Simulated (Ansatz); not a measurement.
Geometry optimisation, Ansatz, DFT PBE-D3(BJ), scalar-relativistic, plane waves, PAW.

The input (input.yaml):

```yaml
accuracy: low
crystal:
  lattice:
    - [5.69554, 0.0, 0.0]
    - [0.0, 5.59454, 0.0]
    - [0.0, 0.0, 17.110402]
  atoms:
    - { symbol: W, position: [0.0, 0.0, 0.058444] }
    - { symbol: C, position: [0.5, 0.25, 0.1545353] }
    - { symbol: W, position: [0.25, 0.0, 0.2025809] }
    - { symbol: C, position: [0.25, 0.25, 0.2986722] }
    - { symbol: W, position: [0.0, 0.5, 0.058444] }
    - { symbol: C, position: [0.5, 0.75, 0.1545353] }
    - { symbol: W, position: [0.25, 0.5, 0.2025809] }
    - { symbol: C, position: [0.25, 0.75, 0.2986722] }
    - { symbol: W, position: [0.5, 0.0, 0.058444] }
    - { symbol: C, position: [1.0, 0.25, 0.1545353] }
    - { symbol: W, position: [0.75, 0.0, 0.2025809] }
    - { symbol: C, position: [0.75, 0.25, 0.2986722] }
    - { symbol: W, position: [0.5, 0.5, 0.058444] }
    - { symbol: C, position: [1.0, 0.75, 0.1545353] }
    - { symbol: W, position: [0.75, 0.5, 0.2025809] }
    - { symbol: C, position: [0.75, 0.75, 0.2986722] }
basis:
  ecutwfc: 420.0
kpoints:
  mp_grid: { grid: [3, 3, 1] }
hamiltonian:
  xc: pbe
  dispersion: d3bj
  pseudopotentials: { kind: paw, azcp: { folder: soft_1 } }
scf:
  occupations: { method: fermi_dirac, width: 0.05 }
  lower_state_search: "off"
relax:
  f_tol: 0.08
  max_steps: 25
  adjacent_minimum: "off"
  constraints: [{ sites: [0, 4, 8, 12] }]
```

Launched with:

```bash
$ ansatz run input.yaml --threads 2 --pin off --max-ram 5120MiB --backend cpu --events-out ev --progress --plain --runs-dir out
```

Question: Where does it end, and by what steps?

Answer: The run converged. The force dipped under the threshold on the way, but the program's further checks kept it going. Limits of this set-up: coarse k mesh, thin slab, slab without dipole correction, a typed lattice constant that wasn't relaxed here, low accuracy level. After 5 steps the energy has fallen by 1.971 eV; W3 moved furthest, 0.15 Å.

```
step  energy less start (eV)  largest force component (eV/Å)  accepted
   0                  0.0000                           3.680       yes
   1                 -1.5127                           1.343       yes
   2                 -1.7357                           1.603       yes
   3                 -1.9405                           0.446       yes
   4                 -1.9715                           0.031       yes
   5                 -1.9715                           0.032       yes
```

```xyz
16
Lattice="5.6955 0.0000 0.0000 0.0000 5.5945 0.0000 0.0000 0.0000 17.1104" Properties=species:S:1:pos:R:3
W 0.000 0.000 1.000
C 2.848 1.399 2.581
W 1.424 0.000 3.619
C 1.424 1.399 5.009
W 0.000 2.797 1.000
C 2.848 4.196 2.581
W 1.424 2.797 3.619
C 1.424 4.196 5.009
W 2.848 0.000 1.000
C 5.696 1.399 2.581
W 4.272 0.000 3.619
C 4.272 1.399 5.009
W 2.848 2.797 1.000
C 5.696 4.196 2.581
W 4.272 2.797 3.619
C 4.272 4.196 5.009
```

Whether the end is a true minimum wasn't checked by a vibrational analysis.

The run took 41 s on 2 threads of Arm Neoverse V2, on a shared host, peak memory 0.83 GiB.
